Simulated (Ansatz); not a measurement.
# BFH4OSi: the cost of one run

All numbers below are computed with Ansatz 0.2.0 (RKS PBE0/def2-SVP).

**1. The structure to begin with**

Bond lengths: O1–B2 1.450 Å, B2–F3 1.427 Å, B2–Si4 1.864 Å, O1–H5 1.027 Å, Si4–H6 1.490 Å, Si4–H7 1.484 Å, Si4–H8 1.477 Å. Angles: O1–B2–F3 118.3°, O1–B2–Si4 122.1°, F3–B2–Si4 119.6°, B2–O1–H5 104.1°, B2–Si4–H6 112.8°, B2–Si4–H7 111.0°, B2–Si4–H8 110.4°, H6–Si4–H7 107.2°, H6–Si4–H8 108.0°, H7–Si4–H8 107.3°.

Coordinates:

```xyz
8

O     1.6475    0.9691   -0.3012
B     0.8567   -0.2136   -0.0209
F     1.5181   -1.4772    0.0070
Si   -0.9723   -0.1235    0.3263
H     1.5571    1.0957   -1.3162
H    -1.2949    0.7411    1.4955
H    -1.7089    0.4231   -0.8404
H    -1.5112   -1.4719    0.5942
```

**2. Relaxing end A**

Input file input.yaml:

```yaml
crystal:
  periodic: [false, false, false]
  atoms:
    - { symbol: O, position_ang: [1.6475, 0.9691, -0.3012] }
    - { symbol: B, position_ang: [0.8567, -0.2136, -0.0209] }
    - { symbol: F, position_ang: [1.5181, -1.4772, 0.007] }
    - { symbol: Si, position_ang: [-0.9723, -0.1235, 0.3263] }
    - { symbol: H, position_ang: [1.5571, 1.0957, -1.3162] }
    - { symbol: H, position_ang: [-1.2949, 0.7411, 1.4955] }
    - { symbol: H, position_ang: [-1.7089, 0.4231, -0.8404] }
    - { symbol: H, position_ang: [-1.5112, -1.4719, 0.5942] }
basis:
  gaussian: { orbitals: def2-SVP }
hamiltonian:
  xc: pbe0
relax:
  f_tol: 0.02
  max_steps: 50
output:
  orbitals: {}
```

Started as:

```sh
$ ansatz run input.yaml --threads 1 --pin off --max-ram 2048MiB --backend cpu --events-out ev --progress --plain --runs-dir out
```

**Question.** How long does this run take on 1 thread of Arm Neoverse V1, shared host, and how much memory does it need?

About 58 s, with a peak of 0.15 GiB.
